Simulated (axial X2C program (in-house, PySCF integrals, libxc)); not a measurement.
# WN: properties at the nuclei

Wanted for WN: properties at the nuclei, at the two-component level.

Computed with an in-house X2C program for linear molecules on PySCF integrals. Level: two-component X2C with atomic mean-field terms, W dyall-acv3z, N dyall-av3z.

All values are calculated.

**1. Set-up**

task.json

```json
{"zs": [74, 7], "q": 0, "bas": ["dyall-acv3z", "dyall-av3z"], "r0": 1.8, "levels": ["PBE0", "HF", "B3LYP"], "nst": 1, "ff": 1, "thr": -3.5, "nmax": 130, "opt": {"ecut": 60}}
```

Keys: zs atomic numbers; q charge; bas basis sets; r0 starting distance in Å; levels methods (HF also brings MP2); nst determinants followed; ff finite-field run; thr threshold in hartree for freezing inner shells (an s shell follows its p shell); nmax most natural virtual spinors; ecut virtual cutoff in hartree.

Started as:

```sh
$ python soeom.py task.json out
```

Further steps of the session: Expectation values, lowest determinant; Finite-field coupled cluster.

**Question.** What will these runs give? Wanted: lowest determinant; Eeff magnitude; Ws magnitude W; A∥/gI W; qzz W (for each run or level that gives them).

As calculated:

```
                       quantity                                                       value
             lowest determinant  Ω = 3/2 (excess of +ω over −ω: ω = 1/2, ω = -3/2, ω = 5/2)
   Eeff magnitude (GV/cm), PBE0                                                        37.6
     Ws magnitude W (kHz), PBE0                                                        23.7
            A∥/gI W (MHz), PBE0                                                        4000
             qzz W (a.u.), PBE0                                                       -1.16
Eeff magnitude (GV/cm), CCSD(T)                                                        36.8
  Ws magnitude W (kHz), CCSD(T)                                                          23
         A∥/gI W (MHz), CCSD(T)                                                        3780
          qzz W (a.u.), CCSD(T)                                                       -1.13
```

**Reading.** In the first state, the effective field runs from 35.9 to 58.7 GV/cm over the mean-field levels. The expectation values come from single determinants, which for open shells can mix terms of unlike spin or miss the lowest Ω, so a determinant need not be a state. Eeff is the effective electric field on the electron dipole moment in this Ω state and Ws the scalar–pseudoscalar constant (defined with the proton number Z and per Ω); A∥ is the parallel hyperfine constant, which follows by multiplying with the nuclear g factor gI = μI/(I μN); qzz is the electric field gradient, eQq0 = 234.96 MHz × Q/barn × qzz; μ is positive if N is the positive end. The operators were transformed with the bare-nucleus X2C matrices. Correlation of the inner shells is missing, which matters for properties at the nucleus.
